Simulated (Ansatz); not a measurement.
# GaTe3S: the cost of one run

Computed with Ansatz 0.2.0 (DFT PBE, scalar-relativistic, plane waves, PAW, unless a step's input says otherwise).

## Step 1: Starting point

Symmetry: Pmmm, No. 47, orthorhombic system. Conventional cell: a = 3.571 Å, b = 4.302 Å, c = 6.602 Å, α = 90.00°, β = 90.00°, γ = 90.00°. Ga (site symmetry mmm) is surrounded by 2 S at 1.79 Å and 4 Te at 2.53 Å. Te (site symmetry mmm) is surrounded by 2 S at 3.30 Å and 10 Te at 3.42 to 3.57 Å and 4 Ga at 3.75 Å. Te (site symmetry mm2) is surrounded by 2 Ga at 2.53 Å and 1 Te at 2.66 Å. S (site symmetry mmm) has 2 Ga at 1.79 Å in its first shell of neighbours.

Coordinates:

```cif
data_structure
_symmetry_space_group_name_H-M 'P 1'
_symmetry_Int_Tables_number 1
_cell_length_a 3.5710
_cell_length_b 4.3020
_cell_length_c 6.6018
_cell_angle_alpha 90.000
_cell_angle_beta 90.000
_cell_angle_gamma 90.000
_cell_volume 101.42
loop_
_atom_site_label
_atom_site_type_symbol
_atom_site_fract_x
_atom_site_fract_y
_atom_site_fract_z
_atom_site_occupancy
Ga1 Ga 0.50000 0.50000 0.50000 1
Te1 Te 0.00000 0.50000 0.00000 1
Te2 Te 0.50000 0.00000 0.70132 1
Te3 Te 0.50000 0.00000 0.29868 1
S1 S 0.00000 0.50000 0.50000 1
```

A structure generator made this guess: random cell by space group and Wyckoff sites (Pmmm, No. 47). Lengths come from tabulated atomic sizes and are only a guess.

## Step 2: Probe: one point on a coarse mesh

Input file input.yaml:

```yaml
crystal:
  lattice:
    - [3.57098221, 0.0, 0.0]
    - [0.0, 4.30197418, 0.0]
    - [0.0, 0.0, 6.60175515]
  atoms:
    - { symbol: Ga, position: [0.5, 0.5, 0.5] }
    - { symbol: Te, position: [0.0, 0.5, 0.0] }
    - { symbol: Te, position: [0.5, 0.0, 0.70131593] }
    - { symbol: Te, position: [0.5, 0.0, 0.29868407] }
    - { symbol: S, position: [0.0, 0.5, 0.5] }
basis:
  ecutwfc: 420
kpoints:
  mp_grid: { grid: [6, 4, 4] }
hamiltonian:
  xc: pbe
scf:
  occupations: { method: gaussian, width: 0.1 }
  lower_state_search: "off"
output:
  forces: true
  stress: true
  eigenvalues: true
```

Launch:

```console
ansatz run input.yaml --threads 1 --pin off --max-ram 2560MiB --backend cpu --events-out ev --progress --plain --runs-dir out
```

Q: Estimate wall time and peak memory on 1 thread of Intel Xeon at 2.50GHz (Skylake/Cascade Lake), shared host.

About 22 s, with a peak of 0.45 GiB.
